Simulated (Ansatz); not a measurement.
# HfC+ (quartet): wave-function methods side by side, def2-TZVPP

An exercise on one series of results from a longer session: the logs are not shown, and one member is left open.

Method: def2-TZVPP, core rule «outside noble gas», up to 5 orbitals frozen; program: Ansatz 0.2.0, Gaussian basis.

Plan: UHF; ROHF; CCSD(T) on UHF.

## The geometry

The geometry is a PBE0/def2-TZVP stationary point (not a proven minimum) of the parent state, kept for this charge and spin. No spin-orbit coupling is included. Elements past krypton take def2 core potentials.

2 atoms, charge 1, spin multiplicity 4.

Atoms are counted from 1 here; the program's logs count them from 0.

Bond lengths: Hf1–C2 1.779 Å.

The first run:

The input, in.yaml:

```yaml
crystal:
  periodic: [false, false, false]
  atoms:
    - {symbol: Hf, position_ang: [0.000000, 0.000000, 0.000000]}
    - {symbol: C, position_ang: [0.000000, 0.000000, 1.779000]}
basis:
  gaussian: {orbitals: def2-TZVPP}
total_charge: 1
magnetization: {spin_polarized: true, initial_magnetization: 3}
hamiltonian: {xc: hf}
output: {orbitals: {seedname: orbitals}}
```

Command:

```bash
$ ansatz run in.yaml --threads 1 --pin off --events-out ev --progress --plain --max-ram 2816MiB --backend cpu
```

Steps of the session up to this table: UHF; ROHF; CCSD(T) on UHF.

One of the session's tables, all rows but one given; the rest of the session is left out.

```
  method  from UCCSD(T) (meV)
    ROHF              +5306.5
     UHF              +5084.9
    UMP2                    ?
   UCCSD               +293.5
UCCSD(T)                    0
```

Estimate the missing values for UMP2.

**Answer.** from UCCSD(T) (meV): +816.6. In the column «from UCCSD(T) (meV)» it lies between UCCSD (+293.5) and UHF (+5084.9).
